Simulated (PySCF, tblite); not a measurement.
# AlBH₆O₆Si, a fragment of a glass network (3-ring): NMR shifts, core binding energies and electronic excitations, part 2 of 2

tblite 0.8.0 and PySCF 2.14.0. Atoms count from 0, parts from 1. Earlier steps stand in the parts before.

### 5 Core-electron binding energies: SCAN, X2C

The job: settings as JSON, then the geometry in Å.

```
{"job": {"kind": "xps", "holes": 5}, "charge": 0, "multiplicity": 1}
O     -1.008412     2.824308     0.098157
B     -0.320015     1.670372    -0.034272
O      0.759330     1.582441    -0.813656
Si     1.546721     0.256707    -1.522699
O      1.011130    -1.097321    -0.800033
Al    -0.125103    -1.349827     0.493543
O     -1.775664    -1.756339     0.184503
O      0.508684    -1.942015     1.968355
O     -0.737384     0.505341     0.673892
H     -1.702709     2.822943     0.761898
H      2.999569     0.489634    -1.305876
H      1.210903     0.297755    -2.970976
H     -2.135422    -2.623670     0.373471
H      1.447656    -2.068520     2.108603
H     -1.690315     0.362898     0.798246
```

Level: delta-SCF UKS SCAN, pcX-2 on the ionised atom, pcseg-1 elsewhere, spin-free X2C.

What it wrote:

```text
ground state, core basis on atom 0 (O), 195 functions
  cycle   1  E = -1012.69147880  |g| = 1.62e+00
  cycle   2  E = -1011.60665919  |g| = 2.86e+00
  cycle   3  E = -1013.15926966  |g| = 2.56e-01
  cycle   4  E = -1013.16869480  |g| = 1.35e-01
  cycle   5  E = -1013.17192670  |g| = 2.54e-02
  cycle   6  E = -1013.17199683  |g| = 1.69e-02
  cycle   7  E = -1013.17205178  |g| = 2.72e-03
  cycle   8  E = -1013.17205370  |g| = 1.11e-03
  cycle   9  E = -1013.17205405  |g| = 2.80e-04
  E(ground) = -1013.25693635 Eh
hole in O 1s of atom 0
  cycle   1  E = -992.52633756  |g| = 2.21e+00
  cycle   2  E = -989.88173987  |g| = 2.65e+00
  cycle   3  E = -992.77795974  |g| = 1.14e+00
  cycle   4  E = -993.27542201  |g| = 3.60e-01
  cycle   5  E = -993.31531900  |g| = 1.57e-01
  cycle   6  E = -993.32207961  |g| = 8.82e-02
  cycle   7  E = -993.32488962  |g| = 2.01e-02
  cycle   8  E = -993.32501544  |g| = 9.72e-03
  cycle   9  E = -993.32505205  |g| = 2.85e-03
  cycle  10  E = -993.32505327  |g| = 7.51e-04
  cycle  11  E = -993.32505436  |g| = 4.82e-04
  E(ion) = -993.41053862 Eh   <S^2> = 0.7608   hole on atom = 1.000   binding energy = 540.048 eV
ground state, core basis on atom 1 (B), 195 functions
  cycle   1  E = -1013.14316014  |g| = 8.70e-02
  cycle   2  E = -1013.14135625  |g| = 1.26e-01
  cycle   3  E = -1013.14417936  |g| = 1.65e-02
  cycle   4  E = -1013.14421407  |g| = 9.82e-03
  cycle   5  E = -1013.14422852  |g| = 1.83e-03
  cycle   6  E = -1013.14423025  |g| = 3.55e-04
  E(ground) = -1013.23292225 Eh
hole in B 1s of atom 1
  cycle   1  E = -1005.43162202  |g| = 1.18e+00
  cycle   2  E = -1001.76657911  |g| = 2.60e+00
  cycle   3  E = -1005.54676044  |g| = 8.02e-01
  cycle   4  E = -1005.77082929  |g| = 3.19e-01
  cycle   5  E = -1005.80829396  |g| = 1.27e-01
  cycle   6  E = -1005.81234144  |g| = 7.05e-02
  cycle   7  E = -1005.81448533  |g| = 2.06e-02
  cycle   8  E = -1005.81463113  |g| = 9.60e-03
  cycle   9  E = -1005.81466763  |g| = 4.49e-03
  cycle  10  E = -1005.81467490  |g| = 2.78e-03
  cycle  11  E = -1005.81467852  |g| = 1.30e-03
  cycle  12  E = -1005.81467978  |g| = 4.27e-04
  E(ion) = -1005.90323215 Eh   <S^2> = 0.7849   hole on atom = 1.000   binding energy = 199.451 eV
ground state, core basis on atom 2 (O), 195 functions
  cycle   1  E = -1013.17496139  |g| = 1.10e-01
  cycle   2  E = -1013.17303185  |g| = 1.22e-01
  cycle   3  E = -1013.17518458  |g| = 5.09e-02
  cycle   4  E = -1013.17561611  |g| = 7.95e-03
  cycle   5  E = -1013.17562872  |g| = 1.88e-03
  cycle   6  E = -1013.17563022  |g| = 3.79e-04
  E(ground) = -1013.26009851 Eh
hole in O 1s of atom 2
  cycle   1  E = -992.55561719  |g| = 2.23e+00
  cycle   2  E = -992.12337800  |g| = 2.19e+00
  cycle   3  E = -993.29471148  |g| = 4.95e-01
  cycle   4  E = -993.30454761  |g| = 4.35e-01
  cycle   5  E = -993.37553292  |g| = 7.17e-02
  cycle   6  E = -993.37679277  |g| = 4.35e-02
  cycle   7  E = -993.37748220  |g| = 5.01e-03
  cycle   8  E = -993.37748623  |g| = 3.95e-03
  cycle   9  E = -993.37749299  |g| = 1.18e-03
  cycle  10  E = -993.37749300  |g| = 2.60e-04
  E(ion) = -993.46226079 Eh   <S^2> = 0.7613   hole on atom = 1.000   binding energy = 538.727 eV
ground state, core basis on atom 5 (Al), 206 functions
  cycle   1  E = -1013.22553762  |g| = 2.65e-01
  cycle   2  E = -1013.22071893  |g| = 2.01e-01
  cycle   3  E = -1013.22384974  |g| = 1.49e-01
  cycle   4  E = -1013.22795941  |g| = 2.28e-02
  cycle   5  E = -1013.22803009  |g| = 7.54e-03
  cycle   6  E = -1013.22804010  |g| = 9.35e-04
  cycle   7  E = -1013.22804302  |g| = 5.07e-04
  cycle   8  E = -1013.22803974  |g| = 9.82e-05
  E(ground) = -1013.27916081 Eh
hole in Al 2p of atom 5
  cycle   1  E = -1009.99337384  |g| = 1.09e+00
  cycle   2  E = -1010.00478891  |g| = 9.07e-01
  cycle   3  E = -1010.21515599  |g| = 3.19e-01
  cycle   4  E = -1010.25250445  |g| = 9.69e-02
  cycle   5  E = -1010.25521918  |g| = 3.56e-02
  cycle   6  E = -1010.25565330  |g| = 1.67e-02
  cycle   7  E = -1010.25574965  |g| = 4.82e-03
  cycle   8  E = -1010.25575934  |g| = 2.19e-03
  cycle   9  E = -1010.25575993  |g| = 2.83e-04
  E(ion) = -1010.31289964 Eh   <S^2> = 0.7515   hole on atom = 1.004   binding energy = 80.716 eV
  2p3/2 = 80.376 eV   2p1/2 = 80.861 eV
ground state, core basis on atom 8 (O), 195 functions
  cycle   1  E = -1013.17243474  |g| = 1.06e-01
  cycle   2  E = -1013.17122131  |g| = 1.03e-01
  cycle   3  E = -1013.17260883  |g| = 4.90e-02
  cycle   4  E = -1013.17300762  |g| = 6.05e-03
  cycle   5  E = -1013.17301266  |g| = 1.16e-03
  cycle   6  E = -1013.17301297  |g| = 2.81e-04
  E(ground) = -1013.25713923 Eh
hole in O 1s of atom 8
  cycle   1  E = -992.48767719  |g| = 2.22e+00
  cycle   2  E = -990.19192590  |g| = 2.66e+00
  cycle   3  E = -992.98588171  |g| = 8.17e-01
  cycle   4  E = -993.21209215  |g| = 4.67e-01
  cycle   5  E = -993.28353442  |g| = 1.62e-01
  cycle   6  E = -993.29149117  |g| = 7.71e-02
  cycle   7  E = -993.29368577  |g| = 1.96e-02
  cycle   8  E = -993.29381802  |g| = 5.44e-03
  cycle   9  E = -993.29382718  |g| = 3.20e-03
  cycle  10  E = -993.29383268  |g| = 8.47e-04
  cycle  11  E = -993.29383052  |g| = 1.90e-04
  E(ion) = -993.37878338 Eh   <S^2> = 0.7611   hole on atom = 1.000   binding energy = 540.918 eV
```

Run time: 59 s. Hardware: 1 thread of Arm Neoverse V1, shared host; peak memory 0.74 GiB.

Binding energies by hole, beside the orbital energy of the ground state; the difference holds orbital relaxation and, for a density functional, its self-interaction error:

```
       hole  stands for                                    environment  ΔSCF (eV; 2p as the shell's mean)  −ε (eV)   ⟨S²⟩
  O1s on O0          O0                          oxygen bonded to B, H                             540.05    517.8  0.761
  B1s on B1          B1      boron bonded to 3 O, in a 6-membered ring                             199.45    183.0  0.785
  O1s on O2          O2   oxygen bonded to B, Si, in a 6-membered ring                             538.73    517.1  0.761
Al2p on Al5         Al5  aluminium bonded to 4 O, in a 6-membered ring                              80.54     70.3  0.751
  O1s on O8          O8                 donor oxygen of a Lewis adduct                             540.92    518.9  0.761
```

With the spin-orbit splitting: Al5 2p3/2 80.38, 2p1/2 80.86 eV. The table gives each 2p level as the mean over the whole 2p shell (two parts 2p3/2, one part 2p1/2), which differs a little from the single hole in the log.

### 6 Ultraviolet spectrum: CAM-B3LYP/def2-SVPD

Same as in step 5 but for these lines:

```diff
@@ -1,2 +1,2 @@
-{"job": {"kind": "xps", "holes": 5}, "charge": 0, "multiplicity": 1}
+{"job": {"kind": "uv", "xc": "CAM-B3LYP", "basis": "def2-SVPD", "nstates": 6, "ntriplets": 2, "ip": true}, "charge": 0, "multiplicity": 1}
 O     -1.008412     2.824308     0.098157
```

Level: TDDFT CAM-B3LYP/def2-SVPD, vertical, gas phase, core orbitals frozen in the response.

What it wrote:

```text
coarse grid: 14576 points
cycle   1  E = -1010.9434076950  dE =  1.358e+00  |g| = 1.524e+00  |ddm| = 7.145e+00
cycle   2  E = -1010.6657076019  dE =  2.777e-01  |g| = 1.985e+00  |ddm| = 7.614e+00
cycle   3  E = -1011.3817687120  dE = -7.161e-01  |g| = 1.211e-01  |ddm| = 4.277e+00
cycle   4  E = -1011.3836850933  dE = -1.916e-03  |g| = 7.071e-02  |ddm| = 3.685e-01
cycle   5  E = -1011.3845655772  dE = -8.805e-04  |g| = 9.554e-03  |ddm| = 1.031e-01
cycle   6  E = -1011.3845812497  dE = -1.567e-05  |g| = 4.291e-03  |ddm| = 3.429e-02
cycle   7  E = -1011.3845844412  dE = -3.192e-06  |g| = 1.383e-03  |ddm| = 7.002e-03
final grid: 134504 points
cycle   8  E = -1011.5623477062  dE = -4.411e-05  |g| = 3.273e-03  |ddm| = 1.261e-01
cycle   9  E = -1011.5623473132  dE =  3.929e-07  |g| = 3.886e-03  |ddm| = 1.384e-02
cycle  10  E = -1011.5623498973  dE = -2.584e-06  |g| = 3.234e-04  |ddm| = 4.068e-03
cycle  11  E = -1011.5623499140  dE = -1.668e-08  |g| = 2.483e-04  |ddm| = 1.303e-03
cycle  12  E = -1011.5623499252  dE = -1.121e-08  |g| = 4.341e-05  |ddm| = 3.558e-04
cycle  13  E = -1011.5623499256  dE = -4.236e-10  |g| = 1.436e-05  |ddm| = 1.200e-04
converged SCF energy = -1011.5623499256

Static polarisability (au): isotropic 77.333, principal 68.361 79.768 83.870

Singlet excitations
state   eV       nm        f      main configurations
  1   7.1103    174.4   0.01023   H->L 0.55, H-2->L 0.15, H->L+1 0.12
  2   7.2110    171.9   0.03348   H-1->L 0.55, H-1->L+1 0.32
  3   7.4672    166.0   0.03133   H-2->L 0.50, H->L 0.13, H-2->L+1 0.09
  4   7.7356    160.3   0.02495   H->L+1 0.33, H->L+3 0.18, H-3->L 0.13
  5   7.9106    156.7   0.04590   H-3->L 0.33, H-3->L+1 0.21, H->L+5 0.12
  6   7.9863    155.2   0.05597   H-5->L 0.43, H-5->L+1 0.10

Triplet excitations (Tamm-Dancoff, eV): 6.8972 6.9242
Vertical ionisation energy (delta-SCF) = 10.6633 eV
Vertical electron affinity (delta-SCF) = -0.3823 eV
```

Wall time 7.3 min (1 thread of Arm Neoverse V1, shared host); peak memory 1.3 GiB.

The orbitals next to the gap, with their largest atomic shares:

```
orbital      eV                        atoms
 HOMO−3  -10.76     O7 62 %, Al5 7 %, O4 6 %
 HOMO−2  -10.47    O6 71 %, H12 6 %, Al5 5 %
 HOMO−1  -10.16     O7 77 %, O6 7 %, H13 6 %
   HOMO   -9.84  O4 33 %, Si3 18 %, H11 12 %
   LUMO   -0.16   B1 26 %, Al5 20 %, O0 12 %
 LUMO+1    0.62    Al5 34 %, O0 10 %, O7 8 %
 LUMO+2    1.36    Si3 24 %, B1 14 %, O2 9 %
```

With each of the 6 states as a Gaussian band of 0.4 eV half-width at 1/e, the curve within the window shown has maxima at 158 nm (ε 5,400) L/(mol cm). Beyond the last state computed it falls off for lack of states. The curve at chosen wavelengths:

```tsv
nm	ε (L/mol/cm)
150	2232
152	3356
153	3904
155	4809
156	5115
158	5388
160	5264
161	5100
163	4678
164	4457
166	4042
168	3677
169	3505
171	3155
172	2968
174	2561
176	2120
177	1895
179	1458
180	1254
182	893
184	604
185	487
187	306
188	238
190	140
```

Ground-state properties from the same run:

```
           property  computed
  dipole moment (D)      2.11
polarisability (Å³)     11.46
 HOMO–LUMO gap (eV)      9.68
      −ε(HOMO) (eV)      9.84
```

### 7 Results

What follows sums up all 2 parts.

| quantity | value |
| --- | --- |
| point group | C1 |
| rotational constants (main isotopes) | 1.52, 0.98, 0.72 GHz |
| 1H shifts against TMS (PBE0/pcSseg-1) | 5.09, 5.03, 4.31, 3.03, 0.88, 0.53 ppm |
| 17O shifts against H2O (PBE0/pcSseg-1) | 124.7, 97.6, 95.2, 70.4, 13.6, 10.5 ppm |
| 11B shifts against BF3·OEt2 (PBE0/pcSseg-1) | 15.8 ppm |
| 29Si shifts against TMS (PBE0/pcSseg-1) | -30.8 ppm |
| 27Al shifts against AlH4- (PBE0/pcSseg-1) | -9.3 ppm |
| potential on the surface of density 0.002 e/bohr³, 1st and 99th percentile | -1.71 V and 3.19 V |
| O1s binding energies, SCAN/pcX-2 (standing for 3 of 6 atoms) | O8 540.92, O0 540.05, O2 538.73 eV |
| B1s binding energies, SCAN/pcX-2 | B1 199.45 eV |
| Al2p binding energies, SCAN/pcX-2 | Al5 80.54 eV |
| lowest singlet (CAM-B3LYP/def2-SVPD) | 7.11 eV (174 nm), f = 0.010 |
| brightest single state of those computed | state 6, 7.99 eV, f = 0.056 |
| lowest triplet | 6.90 eV |
| vertical ionisation energy (ΔSCF) | 10.66 eV |
| vertical electron affinity (ΔSCF) | -0.38 eV (unbound: the value hangs on the basis) |

What this shows: The start of the PBE0/def2-SVP relaxation was shaken at random by about 0.01 Å, so part of the energy gained, and of the first lengths quoted, undoes that. Relaxing lowered the energy by 0.498 eV in 18 steps; the close pair that moved most is Al5–O6, from 1.648 to 1.728 Å (PBE0/def2-SVP). At SCAN/pcX-2: O8 (donor oxygen of a Lewis adduct) binds its O1s electron 2.19 eV more tightly than O2 (oxygen bonded to B, Si, in a 6-membered ring). Only 3 of the 6 O atoms are covered by sound results. The lowest singlet, at 7.11 eV, is HOMO→LUMO 0.55, HOMO−2→LUMO 0.15 and is weak; of the 6 states computed, the strongest absorption comes from state 6 at 7.99 eV (the last computed, so partners may be missing). The lowest triplet lies 0.21 eV below the lowest singlet (triplets in Tamm-Dancoff, singlets in full TDDFT). ΔSCF puts the ionisation energy at 10.66 eV, 0.82 eV above −ε(HOMO). A capped cluster stands for the solid here, so long-range fields and strain are missing, and bands or shifts of the capping hydrogens have no counterpart in it.
